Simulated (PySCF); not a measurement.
# CuH2O3Sc: the cost of one run

Computed with PySCF 2.14.0; each step states its level. No surroundings beyond the atoms listed, unless a continuum is named. Atoms count from 0, parts from 1.

### 1 Starting point

Each species was relaxed by itself at PBE0-D3(BJ)/def2-SVP.

### 2 Energies of the species: wB97M-D3(BJ)/def2-TZVPD

Job settings and geometry (Å):

```
{"job": {"kind": "react", "xc": "wB97M-D3(BJ)", "basis": "def2-TZVPD"}, "charge": 0, "multiplicity": 1}
-1 H3O3Sc charge 0 multiplicity 1
O      0.254190    -0.086540     1.846470
Sc     0.000120     0.001520     0.000020
O     -1.304740     1.128670    -0.715690
O      1.052730    -1.042170    -1.132990
H      0.703370    -0.429560     2.618870
H     -2.010370     1.766520    -0.609050
H      1.304720    -1.338450    -2.007640

-1 CuHO charge 0 multiplicity 1
O     -0.311350     0.500310     0.090390
Cu     0.403580    -0.645990    -1.061340
H     -0.102930     0.184340     0.978400

+1 CuH2O3Sc charge 0 multiplicity 1
O      1.749800    -0.898220    -0.123300
Sc     0.107180    -0.021540     0.120120
O     -0.277270     0.813860     1.760530
O     -1.121360     0.034860    -1.240830
Cu    -2.255760     0.146850    -2.571270
H      2.530040    -1.382840    -0.385830
H     -0.732720     1.307030     2.440560

+1 H2O charge 0 multiplicity 1
O     -0.004380     0.399000     0.003200
H     -0.751930    -0.207820     0.002920
H      0.756360    -0.191140    -0.006160
```

Level: wB97M-D3(BJ)/def2-TZVPD reaction energy of separated species, gas phase.

The run is started by

```console
OMP_NUM_THREADS=1 python cluster_run.py task.json out
```

One launch serves the whole session: the jobs run in the order shown.

Q: Estimate the wall time and peak memory of this first job on 1 thread of Arm Neoverse N1, shared host.

About 87 s, with a peak of 0.81 GiB.
